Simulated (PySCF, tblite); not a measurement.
# C₄H₇BCl₂Si− (doublet): geometry, infrared bands and EPR parameters

Wanted: the infrared bands and EPR parameters of C₄H₇BCl₂Si− (doublet) (`[CH2-][CH][SiH2]/C=C\B(Cl)Cl`), by calculation.

Computed with tblite 0.8.0 and PySCF 2.14.0, with density-fitted response routines of our own, on a single molecule in the gas phase. Atoms count from 0, in the outputs and in this text.

## 1. The molecule as given

15 atoms, charge -1, multiplicity 2; geometry from: force field or distance geometry start.

Bonds of the start (Å): C0–C1 1.53, C1–Si2 1.87, Si2–C3 1.80, C3–C4 1.33, C4–B5 1.56, B5–Cl6 1.83, B5–Cl7 1.87, C0–H8 1.12, C0–H9 1.10, C1–H10 1.09, Si2–H11 1.49, Si2–H12 1.45, C3–H13 1.10, C4–H14 1.09.

## 2. Geometry optimisation with GFN2-xTB

The job: settings as JSON, then the geometry in Å.

```
{"job": {"kind": "relax", "xc": "GFN2-xTB", "basis": "xTB"}, "charge": -1, "multiplicity": 2}
C     -3.039600     0.668800     0.308300
C     -2.102300    -0.149000    -0.585100
Si    -0.415700     0.122700     0.174200
C      0.784200    -1.193900    -0.084100
C      2.099700    -1.022100    -0.140200
B      2.776300     0.378100    -0.030000
Cl     2.460100     1.761200    -1.181700
Cl     4.050000     0.666100     1.302900
H     -2.699600     1.720200     0.156900
H     -4.075400     0.581700    -0.052900
H     -2.412100    -1.193500    -0.670200
H     -0.651600     0.394400     1.621100
H      0.058200     1.385000    -0.368700
H      0.419400    -2.228600    -0.175700
H      2.744100    -1.883200    -0.296900
```

On the command line:

```sh
$ OMP_NUM_THREADS=1 python probes_run.py task.json out
```

The driver reads the jobs from task.json and runs them one after another.

**Question.** This job is followed by: GFN2-xTB harmonic vibrations, gas phase; UKS B3LYP, pcH-1 on B C Cl H Si, non-relativistic, mean-field spin-orbit, GIAO. Predict these results of the whole session: strongest single infrared mode (GFN2-xTB); zero-point energy (GFN2-xTB); g(iso) (B3LYP); ⟨S²⟩; largest a(iso) (averaged by class).

**Answer**, as computed:

| quantity | value |
| --- | --- |
| strongest single infrared mode (GFN2-xTB) | 1996 cm⁻¹, 468 km/mol |
| zero-point energy (GFN2-xTB) | 58.6 kcal/mol |
| g(iso) (B3LYP) | 2.00447 |
| ⟨S²⟩ | 0.756 (exact 0.75) |
| largest a(iso) (averaged by class) | 1H on H11, H12, 43.8 MHz |

What this shows: Relaxing lowered the energy by 2.628 eV in 103 steps; the close pair that moved most is C0–C1, from 1.531 to 1.321 Å. All 39 modes are real, so the xTB geometry is a minimum. The strongest single mode, at 1996 cm⁻¹, moves mainly H12 and H11. GFN2-xTB is a fitted tight-binding method: band positions and strengths are rough. Its intensities can rank the bands wrongly. The largest spin populations lie on C3 (0.47 e), B5 (0.39 e). The isotropic g lies 2.1 ppt above the free-electron value.
